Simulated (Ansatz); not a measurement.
**CH₅AsOTe: one species, many methods**

Aim: compute CH₅AsOTe with functionals from several rungs and with coupled cluster, and see how far each lands from CCSD(T) at the basis-set limit for the atomisation energy.

Method: functionals in def2-TZVPP, the program's frozen cores in correlated methods; program: Ansatz 0.2.0, Gaussian basis.

The runs, in order: LDA (SPW92), PBE-D4, revPBE-D4, BLYP-D4, r2SCAN-D4, B97M-V, PBE0-D4, B3LYP-D4, r2SCANh-D4, r2SCAN0-D4, HSE06-D4, BHLYP-D4, CAM-B3LYP-D4, LC-ωPBE, ωB97X-V, ωB97M-V, B2PLYP, PBE-QIDH; CCSD(T)/def2-SVP; CCSD(T)/def2-TZVPP; MP2/def2-QZVPP; extrapolation to the limit; RPA on PBE.

## Step 1: The geometry

The geometry comes from an earlier relaxation with PBE0-D4 in a triple-zeta def2 set; it is a stationary point, not always the lowest conformer. Te takes the def2 core potential; no spin-orbit term is included.

SMILES `C[Te][AsH]O`, 9 atoms, charge 0, spin multiplicity 1.

Atoms are counted from 1 here; the program's logs count them from 0.

Bond lengths: C1–Te2 2.144 Å, C1–H5 1.087 Å, C1–H6 1.088 Å, C1–H7 1.089 Å, Te2–As3 2.572 Å, As3–O4 1.806 Å, As3–H8 1.524 Å, O4–H9 0.962 Å. Angles: Te2–C1–H5 109.5°, Te2–C1–H6 108.0°, Te2–C1–H7 107.6°, H5–C1–H6 111.1°, H5–C1–H7 110.4°, H6–C1–H7 110.1°, C1–Te2–As3 95.5°, Te2–As3–O4 101.3°, Te2–As3–H8 93.3°, O4–As3–H8 91.0°, As3–O4–H9 108.7°.

## Step 2: LDA

This LDA is Slater exchange with PW92 correlation.

in.yaml

```yaml
crystal:
  periodic: [false, false, false]
  atoms:
    - {symbol: C, position_ang: [-0.237506, 0.892181, -1.263401]}
    - {symbol: Te, position_ang: [1.691237, 0.498687, -0.413724]}
    - {symbol: As, position_ang: [0.908397, -1.436180, 1.089524]}
    - {symbol: O, position_ang: [-0.468703, -0.667018, 1.968387]}
    - {symbol: H, position_ang: [-0.490956, 0.105843, -1.970411]}
    - {symbol: H, position_ang: [-0.960260, 0.936686, -0.452003]}
    - {symbol: H, position_ang: [-0.183054, 1.854386, -1.770390]}
    - {symbol: H, position_ang: [-0.041176, -1.988358, 0.032720]}
    - {symbol: H, position_ang: [-0.129279, -0.242430, 2.762098]}
basis:
  gaussian: {orbitals: def2-TZVPP}
hamiltonian: {xc: lda}
output: {orbitals: {seedname: orbitals}}
```

The runs that follow: PBE-D4 (GGA); revPBE-D4 (GGA); BLYP-D4 (GGA); r2SCAN-D4 (meta-GGA); B97M-V (meta-GGA); PBE0-D4 (hybrid); B3LYP-D4 (hybrid); r2SCANh-D4 (hybrid); r2SCAN0-D4 (hybrid); HSE06-D4 (hybrid); BHLYP-D4 (hybrid); CAM-B3LYP-D4 (range-separated); LC-ωPBE (range-separated); ωB97X-V (range-separated); ωB97M-V (range-separated); B2PLYP (double hybrid); PBE-QIDH (double hybrid); CCSD(T) in def2-SVP; CCSD(T) in def2-TZVPP; MP2 in def2-QZVPP; RPA on PBE orbitals.

**Question.** What will the summary of the whole plan be? Wanted: atomisation energy, CCSD(T)/CBS; farthest beyond LDA; mean size of error, GGA; mean size of error, meta-GGA; mean size of error, hybrid; mean size of error, range-separated; mean size of error, double hybrid; gap, smallest and largest; T1 diagnostic.

**Answer**, as computed:

```
                               quantity                                                                                      value
        atomisation energy, CCSD(T)/CBS                                                                              2830.5 kJ/mol
 functionals within 28.3 kJ/mol (1.0 %)  revPBE-D4, BLYP-D4, r2SCAN-D4, B97M-V, PBE0-D4, B3LYP-D4, HSE06-D4, CAM-B3LYP-D4, ωB97X-V
                    farthest beyond LDA                                                                   BHLYP-D4 (-122.2 kJ/mol)
                mean size of error, GGA                                                                                31.2 kJ/mol
           mean size of error, meta-GGA                                                                                11.9 kJ/mol
             mean size of error, hybrid                                                                                50.5 kJ/mol
    mean size of error, range-separated                                                                                32.4 kJ/mol
      mean size of error, double hybrid                                                                                62.4 kJ/mol
              gap, smallest and largest                                                   3.39 eV (LDA (SPW92)), 9.77 eV (LC-ωPBE)
                          T1 diagnostic                                                                                     0.0121
triples share of the correlation energy                                                                                      3.3 %
```

**Reading.** LDA overbinds by 464.8 kJ/mol (16 %). PBE-D4 misses by +56.2 kJ/mol. Double hybrids carry the basis error of their MP2 part in triple zeta, and no dispersion term here, so their miss is partly the set-up's. By mean error the best rung here is meta-GGA (11.9 kJ/mol) and the worst beyond LDA is double hybrid (62.4 kJ/mol). Misses under about 28.3 kJ/mol are within the doubt on the reference itself, which lacks core-valence correlation, spin-orbit coupling and higher excitations, and its outer-core shells are covered unevenly. All levels share the lack of spin-orbit coupling, which lowers the free heavy atoms and so the true binding. Hartree-Fock recovers 65 % of the binding; the rest is correlation. CCSD(T) in def2-SVP is off by -271.1 kJ/mol, worse than the median functional, from the basis alone. The gap grows from 3.4 to 9.8 eV across the functionals, mostly with the share of exact exchange. Correlated methods include outer-core shells of As, Te, which these sets cover unevenly.
